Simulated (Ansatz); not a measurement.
**CH7B2N: basis-set convergence**

An exercise on one series of results from a longer session: the logs are not shown, and one member is left open.

Method: one geometry, several basis sets; program: Ansatz 0.2.0, Gaussian basis.

The runs, in order: PBE0-D4/def2-SVP; ωB97M-V/def2-SVP; PBE0-D4/def2-QZVPP; ωB97M-V/def2-QZVPP; the functionals' def2-TZVPP values are taken from earlier runs.

**The geometry**

The geometry comes from an earlier relaxation with PBE0-D4 in a triple-zeta def2 set; it is a stationary point, not always the lowest conformer.

11 atoms, charge 0, spin multiplicity 1.

Atoms are counted from 1 here; the program's logs count them from 0.

Bond lengths: B1–C2 1.539 Å, B1–H5 1.200 Å, B1–H6 1.199 Å, C2–B3 1.588 Å, C2–H7 1.093 Å, C2–H8 1.095 Å, B3–N4 1.390 Å, B3–H9 1.198 Å, N4–H10 1.005 Å, N4–H11 1.007 Å. Angles: C2–B1–H5 120.9°, C2–B1–H6 120.8°, H5–B1–H6 118.1°, B1–C2–B3 103.0°, B1–C2–H7 113.8°, B1–C2–H8 111.8°, B3–C2–H7 110.4°, B3–C2–H8 106.0°, H7–C2–H8 111.2°, C2–B3–N4 121.1°, C2–B3–H9 121.2°, N4–B3–H9 117.7°, B3–N4–H10 122.9°, B3–N4–H11 123.4°, H10–N4–H11 113.7°.

The first run:

in.yaml reads:

```yaml
crystal:
  periodic: [false, false, false]
  atoms:
    - {symbol: B, position_ang: [-0.946451, 1.349166, 0.058867]}
    - {symbol: C, position_ang: [-0.443196, 0.142331, 0.871289]}
    - {symbol: B, position_ang: [0.061026, -0.859902, -0.252721]}
    - {symbol: N, position_ang: [1.397953, -0.901524, -0.631760]}
    - {symbol: H, position_ang: [-0.250549, 2.311409, -0.110926]}
    - {symbol: H, position_ang: [-2.015741, 1.322895, -0.482636]}
    - {symbol: H, position_ang: [0.370411, 0.382422, 1.560058]}
    - {symbol: H, position_ang: [-1.260823, -0.369945, 1.388176]}
    - {symbol: H, position_ang: [-0.702153, -1.586991, -0.822956]}
    - {symbol: H, position_ang: [1.746366, -1.527078, -1.337336]}
    - {symbol: H, position_ang: [2.108557, -0.319784, -0.219455]}
basis:
  gaussian: {orbitals: def2-SVP}
hamiltonian: {xc: pbe0, dispersion: d4}
output: {orbitals: {seedname: orbitals}}
```

The run is started by

```sh
> ansatz run in.yaml --threads 2 --pin off --events-out ev --progress --plain --max-ram 4352MiB
```

Steps of the session up to this table: PBE0-D4 in def2-SVP; ωB97M-V in def2-SVP; PBE0-D4 in def2-QZVPP; ωB97M-V in def2-QZVPP.

One table of the session follows, with a row left open; its other results are not shown here.

It belongs to the step «Functionals by basis». 

| functional | basis | HOMO (eV) |
| --- | --- | --- |
| PBE0-D4 | def2-SVP | -8.25 |
| PBE0-D4 | def2-TZVPP | ? |
| PBE0-D4 | def2-QZVPP | -8.37 |
| ωB97M-V | def2-SVP | -10.57 |
| ωB97M-V | def2-TZVPP | -10.68 |
| ωB97M-V | def2-QZVPP | -10.69 |

Q: Estimate the row for PBE0-D4, def2-TZVPP from the others.

The run gave: HOMO (eV): -8.35. In the column «HOMO (eV)» it lies between PBE0-D4, def2-QZVPP (-8.37) and PBE0-D4, def2-SVP (-8.25).
